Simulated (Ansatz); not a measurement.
Below is the output of a Python script on the Python package of Ansatz (0.2.0) that makes a ladder of methods at one geometry of CH₄ClGe, SMILES Cl[CH2][GeH2]. Write a script that gives it. Use (for the species named): MP2, def2-SVP basis, multiplicity 2. The script varies method: mp2, ccsd, ccsd_t.

```yaml
atoms:
  - { symbol: Cl, position_ang: [-1.7538, 0.7394, 1.0861] }
  - { symbol: C, position_ang: [-0.7898, -0.1292, -0.1292] }
  - { symbol: Ge, position_ang: [1.0709, -0.1772, 0.4335] }
  - { symbol: H, position_ang: [-0.8671, 0.3930, -1.1049] }
  - { symbol: H, position_ang: [-1.1714, -1.1656, -0.2328] }
  - { symbol: H, position_ang: [1.9091, -0.9324, -0.6291] }
  - { symbol: H, position_ang: [1.6020, 1.2720, 0.5764] }
```

```console
$ python run_methods.py
Hartree-Fock reference -2574.578420 Ha
mp2      total -2575.072227 Ha  correlation  -13.4372 eV  (91.5 % of the last)
ccsd     total -2575.103689 Ha  correlation  -14.2933 eV  (97.3 % of the last)
ccsd_t   total -2575.118027 Ha  correlation  -14.6834 eV  (100.0 % of the last)
```

The script that was run (others could print the same):

`run_methods.py`
```python
# -*- coding: utf-8 -*-
'''One geometry of CH4ClGe, method by method.'''

import ansatz

ch4clge = (
    ansatz.Crystal.molecule()
    .atom('Cl', [-1.7538, 0.7394, 1.0861])
    .atom('C', [-0.7898, -0.1292, -0.1292])
    .atom('Ge', [1.0709, -0.1772, 0.4335])
    .atom('H', [-0.8671, 0.393, -1.1049])
    .atom('H', [-1.1714, -1.1656, -0.2328])
    .atom('H', [1.9091, -0.9324, -0.6291])
    .atom('H', [1.602, 1.272, 0.5764])
)

base = (
    ch4clge.calculation()
    .basis(gaussian='def2-SVP')
    .spin('collinear', total=1)  # two spin channels
)

methods = ['mp2', 'ccsd', 'ccsd_t']
reports = [base.correlation(m).run().report for m in methods]
print(f'Hartree-Fock reference {reports[0]["reference_energy_ev"] / 27.211386246:.6f} Ha')
best = reports[-1]['free_energy_ev'] - reports[-1]['reference_energy_ev']
for method, each in zip(methods, reports):
    gained = each['free_energy_ev'] - each['reference_energy_ev']
    print(f'{method:8s} total {each["free_energy_ev"] / 27.211386246:.6f} Ha  correlation {gained:9.4f} eV  ({100 * gained / best:.1f} % of the last)')
```

Caveats:
- These settings explore the input space; basis and method may be short of convergence.
- The geometry is a force-field or estimated start, not a minimum of this method, and the basis set is short of its limit. A lower total doesn't mark the better method: functionals have no common bound, and MP2 and coupled cluster aren't variational.
- The species is open-shell (spin multiplicity 2).
- Inner cores stay frozen; a filled d shell under the valence of the heavier atoms is correlated with it.
- The whole script took 29 s on 1 thread of Arm Neoverse V2 (shared host), peak memory 0.54 GiB.

(A comment or docstring line of the script was reworded after the run, the code is as it ran; lines on the test bed's own set-up are left out of the output.)
